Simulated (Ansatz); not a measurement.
# GeW: the order of phases at one pressure, part 2 of 3

Aim: bring GeW in several structures (rocksalt, CsCl, zincblende, NiAs, anti NiAs) to one pressure and rank them by enthalpy. The pressure is set by scaling the first phase. Methods of the runs shown: LAPW. Companion runs by PAW are cited.

Ansatz 0.2.0; DFT PBE; a cell built from a prototype (rocksalt type), not taken from measurement. The steps go on from the part before.

### 3 CsCl relaxed under pressure, LAPW

Input file input.yaml:

```yaml
crystal:
  lattice:
    - [2.6325545669, 0.0, 0.0]
    - [0.0, 2.6325545669, 0.0]
    - [0.0, 0.0, 2.6325545669]
  atoms:
    - { symbol: W, position: [0.0, 0.0, 0.0] }
    - { symbol: Ge, position: [0.5, 0.5, 0.5] }
kpoints:
  mp_grid: { grid: [15, 15, 15] }
scf:
  occupations: { method: fermi_dirac, width: 0.05 }
hamiltonian:
  xc: pbe
  pseudopotentials: { kind: all_electron, lapw: { basis_error: 0.0005 } }
output:
  forces: true
  stress: true
  eigenvalues: true
relax:
  f_tol: 0.005
  max_steps: 12
  cell: { p_target: 340.0, stress_tol: 0.17 }
```

Launch:

```bash
$ ansatz run input.yaml --threads 2 --pin off --max-ram 5120MiB --backend cpu --events-out ev --progress --plain --runs-dir out
```

Log:

```text
The last accepted step is kept in <dir> (removed where the run ends without a failure and the disk answers)
LAPW: plane waves up to 11.294 Å⁻¹, error target 5.0e-4 eV per atom; small_component_spin mean_spin; Ge in spheres of 1.060 Å, 22 of its electrons in bands, Dirac shells []; W in spheres of 1.152 Å, 46 of its electrons in bands, Dirac shells []
Engine: ansatz 0.2.0
Pseudopotentials: kind: all_electron
Pseudopotential: W, LAPW, valence charge 46, Koelling and Harmon's equation, gaussian nucleus
Pseudopotential: Ge, LAPW, valence charge 22, Koelling and Harmon's equation, gaussian nucleus
Functional definition: PBE
  parameter kappa = 0.804
  parameter beta = 0.06672455060314922
  exchange = pbe_x(kappa = kappa, mu = beta*pi^2/3)
  correlation = pbe_c(beta = beta)
Crystal: 2 atoms, lattice volume = 18.245 Å³
Basis set: ecut = 486.0142371014822 eV, 461 PW (Γ), exchange–correlation at level 2
Bands: 41, of which v1, the nominal top of the filled ones, is band 34 counted from 1 (33 counted from 0)
Symmetry: 48 space group operations
Space group: Pm-3m (ITA 221), of the structure as read, at distance tolerance 2.6e-5 Å
k-points: 120 of 3375
Non-local potential: W, projectors of the file, none
Non-local potential: Ge, projectors of the file, none
Initial density: superposition of atomic densities (chi_scale 0.1, normalization cell, long waves kept (reshape's long-wave potential 0.00 eV rms))
Initial wavefunctions: plane waves of lowest kinetic energy (no species holds an atomic orbital)
Functional: x = pbe(κ = 0.804, μ = 0.2195149727645171), c = pbe(β = 0.06672455060314922)
iter 1 solved again at ethr=2.66e-4 eV; its pass at ethr=1.00e-1 eV (dr2=1.81e-1 eV) is discarded
SCF iter   1: F=—  HF=-496309.644328 eV  |F-HF|=—  |Δ(HF+E_count)|=         —  Δρ=3.33e-2  dr2=1.81e-1  ethr=2.66e-4  ⟨swp⟩=3.0  Hψ=31398  notcnv=0
preconditioner: auto → Kerker (q_TF=auto, 3.397 Å⁻¹)  [metal: Δε(μ)=0.063 eV  Ē_g=32.695 eV  σ=0.050 eV  W_gap=0.28  n_scr=18 (ndim 8)  ℏωp=55.0 eV  f_vac=0.000  D(μ)=1.43/eV (n_scr^D=18)]
SCF iter   2: F=—  HF=-496309.383523 eV  |F-HF|=—  |Δ(HF+E_count)|=   2.61e-1  Δρ=1.62e-2  dr2=4.30e-2  ethr=2.66e-4  ⟨swp⟩=2.3  Hψ=15127  notcnv=0
SCF iter   3: F=—  HF=-496309.349505 eV  |F-HF|=—  |Δ(HF+E_count)|=   3.40e-2  Δρ=1.14e-2  dr2=2.07e-2  ethr=6.32e-5  ⟨swp⟩=2.0  Hψ=14263  notcnv=0
SCF iter   4: F=—  HF=-496309.340066 eV  |F-HF|=—  |Δ(HF+E_count)|=   9.44e-3  Δρ=5.59e-3  dr2=5.64e-3  ethr=3.04e-5  ⟨swp⟩=2.0  Hψ=14389  notcnv=0
iter 5 solved again at ethr=8.07e-7 eV; its pass at ethr=8.29e-6 eV (dr2=5.48e-4 eV) is discarded
SCF iter   5: F=—  HF=-496309.338899 eV  |F-HF|=—  |Δ(HF+E_count)|=   1.17e-3  Δρ=1.92e-3  dr2=5.48e-4  ethr=8.07e-7  ⟨swp⟩=2.0  Hψ=24375  notcnv=0
SCF iter   6: F=—  HF=-496309.338397 eV  |F-HF|=—  |Δ(HF+E_count)|=   5.02e-4  Δρ=6.43e-4  dr2=6.85e-5  ethr=8.06e-7  ⟨swp⟩=2.0  Hψ=14270  notcnv=0
SCF iter   7: F=—  HF=-496309.338394 eV  |F-HF|=—  |Δ(HF+E_count)|=   3.01e-6  Δρ=1.91e-4  dr2=4.97e-6  ethr=1.01e-7  ⟨swp⟩=2.0  Hψ=14270  notcnv=0
SCF iter   8: F=—  HF=-496309.338393 eV  |F-HF|=—  |Δ(HF+E_count)|=   7.45e-7  Δρ=4.24e-5  dr2=1.53e-7  ethr=7.31e-9  ⟨swp⟩=2.0  Hψ=14270  notcnv=0
SCF iter   9: F=-496309.338393 eV  HF=-496309.338393 eV  |F-HF|=3.77e-8  |Δ(HF+E_count)|=   1.72e-8  Δρ=1.54e-5  dr2=3.34e-8  ethr=2.25e-10  ⟨swp⟩=2.0  Hψ=14271  notcnv=0
SCF 1 converged in 9 iterations: F = -496309.338393 eV  dr2 = 3.34e-8
relax step   1: F+E_penalty+E_count = -496309.33839322 eV  Δ(F+E_penalty+E_count) = +0.000e0 eV  max|allowed force component| = 2.630e-31 eV/Å  Δτ_max = 0.0000 Å  P = +338.469 GPa  Ω = 18.245 Å³  (9 SCF iters, accepted)
Crystal: 2 atoms, lattice volume = 18.206 Å³
Basis set: ecut = 486.70446456203337 eV, 461 PW (Γ), exchange–correlation at level 2
Initial density: handed on by an earlier stage of this run
Initial wavefunctions: those handed on with the density
iter 1 solved again at ethr=1.35e-8 eV; its pass at ethr=1.00e-1 eV (dr2=9.18e-6 eV) is discarded
SCF iter   1: F=—  HF=-496309.256084 eV  |F-HF|=—  |Δ(HF+E_count)|=         —  Δρ=1.69e-4  dr2=6.15e-6  ethr=1.35e-8  ⟨swp⟩=4.9  Hψ=26122  notcnv=0
preconditioner: auto → Kerker (q_TF=auto, 3.398 Å⁻¹)  [metal: Δε(μ)=0.019 eV  Ē_g=33.370 eV  σ=0.050 eV  W_gap=0.09  n_scr=18 (ndim 8)  ℏωp=55.0 eV  f_vac=0.000  D(μ)=1.48/eV (n_scr^D=18)]
SCF iter   2: F=—  HF=-496309.256081 eV  |F-HF|=—  |Δ(HF+E_count)|=   2.82e-6  Δρ=8.83e-5  dr2=1.80e-6  ethr=9.04e-9  ⟨swp⟩=2.0  Hψ=14267  notcnv=0
SCF iter   3: F=—  HF=-496309.256081 eV  |F-HF|=—  |Δ(HF+E_count)|=   5.82e-7  Δρ=4.13e-5  dr2=4.35e-7  ethr=2.65e-9  ⟨swp⟩=2.0  Hψ=14267  notcnv=0
SCF iter   4: F=—  HF=-496309.256081 eV  |F-HF|=—  |Δ(HF+E_count)|=   1.01e-7  Δρ=2.50e-5  dr2=1.62e-7  ethr=6.40e-10  ⟨swp⟩=2.0  Hψ=14267  notcnv=0
iter 5 solved again at ethr=3.64e-12 eV; its pass at ethr=2.38e-10 eV (dr2=2.48e-9 eV) is discarded
SCF iter   5: F=-496309.256081 eV  HF=-496309.256081 eV  |F-HF|=9.43e-9  |Δ(HF+E_count)|=   3.09e-8  Δρ=5.18e-6  dr2=2.47e-9  ethr=9.85e-12 (applied; sched 3.64e-12)  ⟨swp⟩=2.0  Hψ=24368  notcnv=0
SCF 2 converged in 5 iterations: F = -496309.256081 eV  dr2 = 2.47e-9
relax step   2: F+E_penalty+E_count = -496309.25608072 eV  Δ(F+E_penalty+E_count) = +8.231e-2 eV  max|allowed force component| = 1.479e-31 eV/Å  Δτ_max = 0.0000 Å  P = +341.379 GPa  Ω = 18.206 Å³  (5 SCF iters, accepted)
Crystal: 2 atoms, lattice volume = 18.224 Å³
Basis set: ecut = 486.3774103412037 eV, 461 PW (Γ), exchange–correlation at level 2
iter 1 solved again at ethr=2.73e-9 eV; its pass at ethr=1.00e-1 eV (dr2=1.86e-6 eV) is discarded
SCF iter   1: F=—  HF=-496309.295135 eV  |F-HF|=—  |Δ(HF+E_count)|=         —  Δρ=7.61e-5  dr2=1.26e-6  ethr=2.73e-9  ⟨swp⟩=5.0  Hψ=26169  notcnv=0
preconditioner: auto → Kerker (q_TF=auto, 3.398 Å⁻¹)  [metal: Δε(μ)=0.018 eV  Ē_g=33.364 eV  σ=0.050 eV  W_gap=0.09  n_scr=18 (ndim 8)  ℏωp=55.0 eV  f_vac=0.000  D(μ)=1.49/eV (n_scr^D=18)]
SCF iter   2: F=—  HF=-496309.295135 eV  |F-HF|=—  |Δ(HF+E_count)|=   6.28e-7  Δρ=3.80e-5  dr2=3.37e-7  ethr=1.85e-9  ⟨swp⟩=2.0  Hψ=14267  notcnv=0
SCF iter   3: F=—  HF=-496309.295135 eV  |F-HF|=—  |Δ(HF+E_count)|=   1.03e-7  Δρ=1.98e-5  dr2=1.01e-7  ethr=4.96e-10  ⟨swp⟩=2.0  Hψ=14267  notcnv=0
SCF iter   4: F=-496309.295135 eV  HF=-496309.295135 eV  |F-HF|=8.79e-9  |Δ(HF+E_count)|=   2.96e-8  Δρ=1.00e-5  dr2=2.58e-8  ethr=1.49e-10  ⟨swp⟩=2.0  Hψ=14267  notcnv=0
SCF 3 converged in 4 iterations: F = -496309.295135 eV  dr2 = 2.58e-8
relax step   3: F+E_penalty+E_count = -496309.29513470 eV  Δ(F+E_penalty+E_count) = -3.905e-2 eV  max|allowed force component| = 4.109e-31 eV/Å  Δτ_max = 0.0000 Å  P = +340.000 GPa  Ω = 18.224 Å³  (4 SCF iters, accepted)
iter 1 solved again at ethr=2.05e-11 eV; its pass at ethr=1.00e-1 eV (dr2=1.40e-8 eV) is discarded
SCF iter   1: F=—  HF=-496309.295135 eV  |F-HF|=—  |Δ(HF+E_count)|=         —  Δρ=7.89e-6  dr2=1.39e-8  ethr=2.05e-11  ⟨swp⟩=6.5  Hψ=28254  notcnv=0
preconditioner: auto → Kerker (q_TF=auto, 3.398 Å⁻¹)  [metal: Δε(μ)=0.016 eV  Ē_g=33.360 eV  σ=0.050 eV  W_gap=0.08  n_scr=18 (ndim 8)  ℏωp=55.0 eV  f_vac=0.000  D(μ)=1.49/eV (n_scr^D=18)]
SCF iter   2: F=-496309.295135 eV  HF=-496309.295135 eV  |F-HF|=4.19e-9  |Δ(HF+E_count)|=   3.96e-8  Δρ=5.63e-6  dr2=7.86e-9  ethr=2.05e-11  ⟨swp⟩=2.0  Hψ=14267  notcnv=0
SCF 4 converged in 2 iterations: F = -496309.295135 eV  dr2 = 7.86e-9
relax step   4: F+E_penalty+E_count = -496309.29513469 eV  Δ(F+E_penalty+E_count) = +3.376e-9 eV  max|allowed force component| = 1.972e-31 eV/Å  Δτ_max = 0.0000 Å  P = +340.000 GPa  Ω = 18.224 Å³  stress off target by 3.31e-4 GPa  SCF on the basis re-selected at this cell (its energy is not comparable with the rows above)  (2 SCF iters)
basis re-selected at this cell: Δ(F+E_penalty+E_count) = +3.376e-9 eV, ΔP = +0.000 GPa vs the last step (what re-selecting the basis moved, after the strain that the cell walked since its last selection, with what the two solves' SCF thresholds leave and, on support functions, any second-order correction that the steps lacked; it is no measure of the basis error at this ecutwfc). This SCF's stress stands 3.31e-4 GPa from its target on what of the cell is left free (relax.cell.stress_tol is 1.70e-1 GPa) and its largest allowed force component is 1.97e-31 eV/Å (relax.f_tol is 5.00e-3 eV/Å): within both
SCF converged after 2 iterations
Free energy (F): -496309.295135 eV
Harris-Foulkes:  -496309.295135 eV  (|F-HF|=4.19e-9)
Internal energy: -496309.283449 eV  (E = F + TS)
E sigma→0 (E₀):  -496309.289292 eV
Entropy (-TS):   -0.011686 eV (-5.843 meV/atom)
Fermi energy:    40.751326 eV
--- Per-component energies (eV) ---
  E_band       = -5253.889489
  E_kinetic    = 550302.934209
  E_xc         = -11025.683797
  E_electrostatic = -1035586.533861  (all electrons and nuclei)
  E_smearing   = -0.011686  (= −TS)
  E_closure    = 0.000000  (closes the sum)
  E_atoms      = -496302.588540  (free atoms, spherical and without spin; not in F)
  Σ components = -496309.295135   (vs F -496309.295135, Δ=0.00e0)
  Basis errors (estimates in eV, not in F): energy 1.2e-4 per atom: plane waves 1.2e-4 (6.3e-5 summed), levels above the bands 3.8e-146, relativity 1.8e-8, radial functions 5.4e-6, core shells 1.6e-10; eigenvalues (radial functions only) 8.3e-7; not estimated: angular momenta, meshes, grids; target (lapw.basis_error) 5.0e-4; muffin-tin radii Ge 1.059 Å, W 1.151 Å
--- Forces (eV/Å), atoms counted from 1 ---
  atom   1  W     -0.00000000     0.00000000     0.00000000
  atom   2  Ge    -0.00000000    -0.00000000     0.00000000
  max |Σ_I F_I| component: 3.29e-31 eV/Å
--- Stress (GPa, compression-positive) ---
      339.999669       0.000000      -0.000000
        0.000000     339.999669      -0.000000
       -0.000000      -0.000000     339.999669
  P = ⅓ Tr σ = 339.9997 GPa (3399.997 kbar)
--- Band table (eV; the first three rows and the last of 120) ---
  k-point 0: bands = ["-522.1071", "-376.1218", "-376.1218", "-376.1218", "-191.1785", "-191.1785", "-191.1785", "-191.1734", "-191.1734", "-123.8957", "-71.0486", "-71.0486", "-71.0486", "-32.7609", "3.0749", "3.0749", "3.0749", "13.5497", "13.5497", "13.5497", "13.5670", "13.5910", "13.5910", "13.5910", "14.6632", "14.6632", "15.0070", "15.0070", "15.0070", "22.9697", "34.0534", "34.0534", "43.7182", "43.7182", "43.7182", "44.7418", "44.7418", "44.7418", "56.5612", "56.5612", "57.5395"]
  k-point 1: bands = ["-522.1071", "-376.1218", "-376.1218", "-376.1218", "-191.1785", "-191.1785", "-191.1785", "-191.1734", "-191.1734", "-123.8957", "-71.0489", "-71.0486", "-71.0486", "-32.7557", "2.9907", "3.0801", "3.0801", "13.5454", "13.5503", "13.5503", "13.5633", "13.5868", "13.5907", "13.5907", "14.6703", "14.6830", "15.0107", "15.0107", "15.0120", "23.1295", "34.0938", "34.1248", "42.5904", "42.5904", "43.7321", "44.3941", "45.9108", "45.9108", "55.2355", "56.7467", "58.0313"]
  k-point 2: bands = ["-522.1071", "-376.1218", "-376.1218", "-376.1218", "-191.1785", "-191.1785", "-191.1785", "-191.1734", "-191.1734", "-123.8957", "-71.0497", "-71.0485", "-71.0485", "-32.7408", "2.7580", "3.0947", "3.0947", "13.5335", "13.5514", "13.5514", "13.5529", "13.5756", "13.5905", "13.5905", "14.6901", "14.7384", "15.0212", "15.0212", "15.0260", "23.5902", "34.2110", "34.2634", "41.1708", "41.1708", "43.6571", "43.7718", "47.4609", "47.4609", "53.2949", "56.8797", "59.6907"]
  k-point 119: bands = ["-522.1071", "-376.1218", "-376.1218", "-376.1218", "-191.1785", "-191.1785", "-191.1785", "-191.1733", "-191.1733", "-123.8946", "-71.0538", "-71.0538", "-71.0538", "-32.4161", "1.8763", "1.8763", "1.8764", "13.5107", "13.5570", "13.5570", "13.5577", "13.5941", "13.5941", "13.5944", "15.0618", "15.0769", "15.0769", "15.2500", "15.2500", "30.0629", "30.2740", "30.2740", "36.6956", "46.4997", "46.4997", "47.1976", "49.2286", "49.2286", "55.9202", "55.9202", "56.0399"]
--- Relaxed structure (3 steps of the walk, 3 accepted, 1 SCFs on fresh bases) ---
  F+E_penalty+E_count = -496309.29513469 eV   max|allowed force component| = 1.972e-31 eV/Å   (the final SCF, on the basis selected at the relaxed cell)
  cell:  # Å, volume = 18.2241 Å³
    - [2.631571532028533, 1.2037062152420224e-34, -2.0061770254033708e-35]
    - [1.2037062152420224e-34, 2.631571532028533, -4.012354050806741e-36]
    - [-2.0061770254033708e-35, -4.012354050806741e-36, 2.631571532028533]
  atoms:
    - { symbol: W, position: [-2.3814523289323796e-37, 2.3814523289326337e-38, -1.1907261644661138e-38] }
    - { symbol: Ge, position: [0.5, 0.5, 0.5] }
```

It took 67 s on 2 threads of Arm Neoverse V2, shared host; peak memory 0.76 GiB.

The steps of the relaxation:

```tsv
step	energy from step 1 (eV/cell)	largest force component (eV/Å)	pressure (GPa)	volume (Å³)
1	0.0000	0.0000	338.47	18.24
2	0.0823	0.0000	341.38	18.21
3	0.0433	0.0000	340.00	18.22
4	0.0433	0.0000	340.00	18.22
```

Step 1 is the start. Step 4 repeats the geometry before on a plane-wave basis chosen anew for that cell, so the energy can jump there without any move; the table keeps such jumps.

| input's cell | before | after | change |
| --- | --- | --- | --- |
| a (Å) | 2.633 | 2.632 | -0.0 % |
| b (Å) | 2.633 | 2.632 | -0.0 % |
| c (Å) | 2.633 | 2.632 | -0.0 % |
| volume (Å³/atom) | 9.12 | 9.11 | -0.1 % |

Result: pressure 340.00 GPa; no gap.

(Part 2 of 3 ends here.)
